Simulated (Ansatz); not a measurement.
# FeGe: the cost of one run

Method: DFT LDA, scalar-relativistic, plane waves, PAW, in Ansatz 0.2.0.

### Step 1. The starting structure

It takes space group P2_13 (No. 198, cubic). The conventional cell has a = 4.700 Å, b = 4.700 Å, c = 4.700 Å, α = 90.00°, β = 90.00°, γ = 90.00°. Fe (site symmetry 3) has 7 Ge at 2.39 to 2.64 Å in its first shell of neighbours. Ge (site symmetry 3) has 7 Fe at 2.39 to 2.64 Å in its first shell of neighbours.

Structure file:

```
CELL_PARAMETERS angstrom
4.70000 0.00000 0.00000
0.00000 4.70000 0.00000
0.00000 0.00000 4.70000
ATOMIC_POSITIONS crystal
Fe 0.13600 0.13600 0.13600
Fe 0.63600 0.36400 0.86400
Fe 0.86400 0.63600 0.36400
Fe 0.36400 0.86400 0.63600
Ge 0.84300 0.84300 0.84300
Ge 0.34300 0.65700 0.15700
Ge 0.15700 0.34300 0.65700
Ge 0.65700 0.15700 0.34300
```

### Step 2. Relaxing cell and atoms: FeGe, moments ++++

The input, input.yaml:

```yaml
crystal:
  lattice:
    - [4.7, 0.0, 0.0]
    - [0.0, 4.7, 0.0]
    - [0.0, 0.0, 4.7]
  atoms:
    - { symbol: Fe, position: [0.136, 0.136, 0.136], spin: 1.2 }
    - { symbol: Fe, position: [0.636, 0.364, 0.864], spin: 1.2 }
    - { symbol: Fe, position: [0.864, 0.636, 0.364], spin: 1.2 }
    - { symbol: Fe, position: [0.364, 0.864, 0.636], spin: 1.2 }
    - { symbol: Ge, position: [0.843, 0.843, 0.843] }
    - { symbol: Ge, position: [0.343, 0.657, 0.157] }
    - { symbol: Ge, position: [0.157, 0.343, 0.657] }
    - { symbol: Ge, position: [0.657, 0.157, 0.343] }
magnetization:
  spin_polarized: true
scf:
  occupations: { method: gaussian, width: 0.05 }
output:
  forces: true
  stress: true
  eigenvalues: true
  populations: true
  write_density: true
  write_potential: true
  elf: true
  volumetric_format: npy
hamiltonian:
  xc: lda
kpoints:
  mp_grid: { grid: [8, 8, 8] }
relax:
  f_tol: 0.01
  adjacent_minimum: "off"
  max_steps: 40
  cell: { stress_tol: 0.05, p_target: 0, fix: [shape] }
```

The run is started by

```sh
> ansatz run input.yaml --threads 8 --pin off --max-ram 16384MiB --backend cpu --events-out ev --progress --plain --runs-dir out
```

What time and memory should one allow on 8 threads of Arm Neoverse N1, shared host?

About 2.9 min, with a peak of 1 GiB.
